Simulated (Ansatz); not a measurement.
# C₂H₇NSi: how energies converge with the basis set

An exercise on one series of results from a longer session: the logs are not shown, and one member is left open.

Method: one geometry, several basis sets; program: Ansatz 0.2.0, Gaussian basis.

Plan: PBE0-D4/def2-SVP; ωB97M-V/def2-SVP; PBE0-D4/def2-QZVPP; ωB97M-V/def2-QZVPP; the functionals' def2-TZVPP values are taken from earlier runs.

### The geometry

An earlier PBE0-D4 in a triple-zeta def2 set relaxation fixed the geometry.

11 atoms, charge 0, spin multiplicity 1.

Atoms are counted from 1 here; the program's logs count them from 0.

Bond lengths: C1–N2 1.450 Å, C1–H5 1.091 Å, C1–H6 1.097 Å, C1–H7 1.097 Å, N2–C3 1.447 Å, N2–Si4 1.712 Å, C3–H8 1.097 Å, C3–H9 1.088 Å, C3–H10 1.097 Å, Si4–H11 1.532 Å. Angles: N2–C1–H5 110.2°, N2–C1–H6 110.9°, N2–C1–H7 110.9°, H5–C1–H6 108.5°, H5–C1–H7 108.5°, H6–C1–H7 107.7°, C1–N2–C3 112.0°, C1–N2–Si4 119.7°, C3–N2–Si4 128.3°, N2–C3–H8 110.7°, N2–C3–H9 110.1°, N2–C3–H10 110.8°, H8–C3–H9 108.9°, H8–C3–H10 107.4°, H9–C3–H10 108.9°, N2–Si4–H11 94.7°.

Coordinates:

```xyz
11
C2H7NSi
C    -0.4155    1.2694   -0.3365
N    -0.1173   -0.1495   -0.3416
C     0.5224   -0.5742    0.8851
Si   -0.5290   -1.0981   -1.7066
H    -0.8967    1.5557   -1.2729
H     0.5001    1.8614   -0.2199
H    -1.0860    1.5256    0.4925
H     1.4628   -0.0312    1.0411
H     0.7337   -1.6408    0.8472
H    -0.1211   -0.3702    1.7499
H     0.0120   -2.4053   -1.1177
```

The first run:

The input, in.yaml:

```yaml
crystal:
  periodic: [false, false, false]
  atoms:
    - {symbol: C, position_ang: [-0.415510, 1.269384, -0.336511]}
    - {symbol: N, position_ang: [-0.117325, -0.149471, -0.341560]}
    - {symbol: C, position_ang: [0.522364, -0.574233, 0.885062]}
    - {symbol: Si, position_ang: [-0.528985, -1.098065, -1.706576]}
    - {symbol: H, position_ang: [-0.896742, 1.555690, -1.272921]}
    - {symbol: H, position_ang: [0.500100, 1.861441, -0.219888]}
    - {symbol: H, position_ang: [-1.085994, 1.525612, 0.492510]}
    - {symbol: H, position_ang: [1.462799, -0.031224, 1.041133]}
    - {symbol: H, position_ang: [0.733650, -1.640785, 0.847247]}
    - {symbol: H, position_ang: [-0.121100, -0.370167, 1.749908]}
    - {symbol: H, position_ang: [0.012045, -2.405283, -1.117705]}
basis:
  gaussian: {orbitals: def2-SVP}
hamiltonian: {xc: pbe0, dispersion: d4}
output: {orbitals: {seedname: orbitals}}
```

Run with:

```bash
> ansatz run in.yaml --threads 4 --pin off --events-out ev --progress --plain --max-ram 10444MiB
```

Among the steps run: PBE0-D4 in def2-SVP; ωB97M-V in def2-SVP; PBE0-D4 in def2-QZVPP; ωB97M-V in def2-QZVPP.

One of the session's tables, all rows but one given; the rest of the session is left out.

It belongs to the step «Functionals by basis». 

```
functional       basis  HOMO (eV)
   PBE0-D4    def2-SVP      -6.12
   PBE0-D4  def2-TZVPP      -6.20
   PBE0-D4  def2-QZVPP      -6.22
   ωB97M-V    def2-SVP      -8.21
   ωB97M-V  def2-TZVPP      -8.32
   ωB97M-V  def2-QZVPP          ?
```

Q: Estimate the row for ωB97M-V, def2-QZVPP from the others.

As computed: HOMO (eV): -8.35. In the column «HOMO (eV)» it is the lowest.
